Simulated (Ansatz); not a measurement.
# CHAlFNO: a ladder of functionals and wavefunction methods

An exercise on one series of results from a longer session: the logs are not shown, and one member is left open.

Program: Ansatz 0.2.0, Gaussian basis. Level of theory: functionals in def2-TZVPP, the program's frozen cores in correlated methods. These are calculated values, not measurements.

The runs, in order: LDA (SPW92), PBE-D4, revPBE-D4, BLYP-D4, r2SCAN-D4, B97M-V, PBE0-D4, B3LYP-D4, r2SCANh-D4, r2SCAN0-D4, HSE06-D4, BHLYP-D4, CAM-B3LYP-D4, LC-ωPBE, ωB97X-V, ωB97M-V, B2PLYP, PBE-QIDH; CCSD(T)/def2-SVP; CCSD(T)/def2-TZVPP; CCSD(T)/def2-QZVPP; extrapolation to the limit; RPA on PBE.

### The geometry

The geometry comes from an earlier relaxation with PBE0-D4 in a triple-zeta def2 set; it is a stationary point.

SMILES `O=C=[N][AlH][F]`, 6 atoms, charge 0, spin multiplicity 1.

Atoms are counted from 1 here; the program's logs count them from 0.

Bond lengths: O1–C2 1.164 Å, C2–N3 1.196 Å, N3–Al4 1.755 Å, Al4–F5 1.641 Å, Al4–H6 1.560 Å. Angles: O1–C2–N3 179.7°, C2–N3–Al4 178.7°, N3–Al4–F5 117.6°, N3–Al4–H6 122.3°, F5–Al4–H6 120.0°.

The first run:

The input, in.yaml:

```yaml
crystal:
  periodic: [false, false, false]
  atoms:
    - {symbol: O, position_ang: [1.029959, -2.627332, -0.766897]}
    - {symbol: C, position_ang: [0.618866, -1.586230, -0.449043]}
    - {symbol: N, position_ang: [0.195317, -0.518007, -0.116190]}
    - {symbol: Al, position_ang: [-0.420501, 1.062413, 0.334443]}
    - {symbol: F, position_ang: [-0.480007, 2.216297, -0.830808]}
    - {symbol: H, position_ang: [-0.901532, 1.388959, 1.782294]}
basis:
  gaussian: {orbitals: def2-TZVPP}
hamiltonian: {xc: lda}
output: {orbitals: {seedname: orbitals}}
```

The run is started by

```console
ansatz run in.yaml --threads 2 --pin off --events-out ev --progress --plain --max-ram 20480MiB --backend cpu
```

Among the steps run: LDA; PBE-D4 (GGA); revPBE-D4 (GGA); BLYP-D4 (GGA); r2SCAN-D4 (meta-GGA); B97M-V (meta-GGA); PBE0-D4 (hybrid); B3LYP-D4 (hybrid); r2SCANh-D4 (hybrid); r2SCAN0-D4 (hybrid); HSE06-D4 (hybrid); BHLYP-D4 (hybrid); CAM-B3LYP-D4 (range-separated); LC-ωPBE (range-separated); ωB97X-V (range-separated); ωB97M-V (range-separated); B2PLYP (double hybrid); PBE-QIDH (double hybrid).

One table of the session follows, with a row left open; its other results are not shown here.

It belongs to the step «Orbital energies across the functionals». 

| functional | HOMO (eV) | LUMO (eV) | gap (eV) |
| --- | --- | --- | --- |
| LDA (SPW92) | -7.79 | -2.37 | 5.43 |
| PBE-D4 | -7.56 | -2.08 | 5.48 |
| revPBE-D4 | -7.47 | -1.96 | 5.52 |
| BLYP-D4 | ? | ? | ? |
| r2SCAN-D4 | -7.87 | -1.72 | 6.15 |
| B97M-V | -7.89 | -1.92 | 5.97 |
| PBE0-D4 | -8.97 | -1.30 | 7.67 |
| B3LYP-D4 | -8.72 | -1.55 | 7.17 |
| r2SCANh-D4 | -8.40 | -1.46 | 6.94 |
| r2SCAN0-D4 | -9.21 | -1.08 | 8.13 |
| HSE06-D4 | -8.57 | -1.67 | 6.91 |
| BHLYP-D4 | -10.30 | -0.57 | 9.73 |
| CAM-B3LYP-D4 | -10.36 | -0.41 | 9.95 |
| LC-ωPBE | -11.69 | 0.75 | 12.44 |
| ωB97X-V | -11.32 | 0.63 | 11.96 |
| ωB97M-V | -11.22 | 0.34 | 11.57 |

Q: Estimate the row for BLYP-D4 from the others.

Worked estimate for «HOMO (eV)». Against the share of exact exchange, B3LYP-D4 (0.2, -8.72), BHLYP-D4 (0.5, -10.30) give a slope of -5.27 per unit share; at 0 the line stands at -7.67.

As computed: HOMO (eV): -7.42; LUMO (eV): -2.00; gap (eV): 5.42. In «HOMO (eV)» the line misses by -0.25.
